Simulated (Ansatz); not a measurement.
# C2H4BN: basis-set convergence

The task here is to estimate one member of a computed series from the others.

Program: Ansatz 0.2.0, Gaussian basis. Level of theory: one geometry, several basis sets. These are calculated values, not measurements.

Levels to be run: PBE0-D4/def2-SVP; ωB97M-V/def2-SVP; PBE0-D4/def2-QZVPP; ωB97M-V/def2-QZVPP; the functionals' def2-TZVPP values are taken from earlier runs.

1 further run of the same task is left out (it didn't finish).

## The geometry

The geometry comes from an earlier relaxation with PBE0-D4 in a triple-zeta def2 set; it is a stationary point, not always the lowest conformer.

8 atoms, charge 0, spin multiplicity 1.

Atoms are counted from 1 here; the program's logs count them from 0.

Bond lengths: B1–C2 1.523 Å, B1–C4 1.749 Å, B1–H5 1.193 Å, B1–H6 1.193 Å, C2–N3 1.213 Å, C2–C4 1.602 Å, N3–C4 1.606 Å, C4–H7 1.081 Å, C4–H8 1.081 Å. Angles: C2–B1–C4 58.2°, C2–B1–H5 116.1°, C2–B1–H6 116.1°, C4–B1–H5 113.8°, C4–B1–H6 113.8°, H5–B1–H6 122.2°, B1–C2–N3 136.0°, B1–C2–C4 68.0°, N3–C2–C4 68.0°, C2–N3–C4 67.6°, B1–C4–C2 53.8°, B1–C4–N3 98.3°, B1–C4–H7 110.7°, B1–C4–H8 110.7°, C2–C4–N3 44.4°, C2–C4–H7 120.0°, C2–C4–H8 120.0°, N3–C4–H7 107.8° and more.

The first run:

File in.yaml:

```yaml
crystal:
  periodic: [false, false, false]
  atoms:
    - {symbol: B, position_ang: [-0.741354, 0.553566, -0.339332]}
    - {symbol: C, position_ang: [-0.694064, -0.676222, 0.557028]}
    - {symbol: N, position_ang: [0.172349, -1.401292, 0.997966]}
    - {symbol: C, position_ang: [0.766932, -0.228026, 0.076068]}
    - {symbol: H, position_ang: [-1.084119, 0.368099, -1.466914]}
    - {symbol: H, position_ang: [-0.908936, 1.598377, 0.211670]}
    - {symbol: H, position_ang: [1.368951, 0.413995, 0.704127]}
    - {symbol: H, position_ang: [1.212339, -0.685699, -0.796413]}
basis:
  gaussian: {orbitals: def2-SVP}
hamiltonian: {xc: pbe0, dispersion: d4}
output: {orbitals: {seedname: orbitals}}
```

Command:

```bash
ansatz run in.yaml --threads 2 --pin off --events-out ev --progress --plain --max-ram 4352MiB
```

Steps of the session up to this table: PBE0-D4 in def2-SVP; ωB97M-V in def2-SVP; PBE0-D4 in def2-QZVPP; ωB97M-V in def2-QZVPP.

One table of the session follows, with a row left open; its other results are not shown here.

It belongs to the step «Functionals by basis». 

| functional | basis | HOMO (eV) |
| --- | --- | --- |
| PBE0-D4 | def2-SVP | -9.04 |
| PBE0-D4 | def2-TZVPP | -9.07 |
| PBE0-D4 | def2-QZVPP | -9.08 |
| ωB97M-V | def2-SVP | -11.23 |
| ωB97M-V | def2-TZVPP | ? |
| ωB97M-V | def2-QZVPP | -11.30 |

Q: Estimate the row for ωB97M-V, def2-TZVPP from the others.

As computed: HOMO (eV): -11.29. In the column «HOMO (eV)» it lies between ωB97M-V, def2-QZVPP (-11.30) and ωB97M-V, def2-SVP (-11.23).
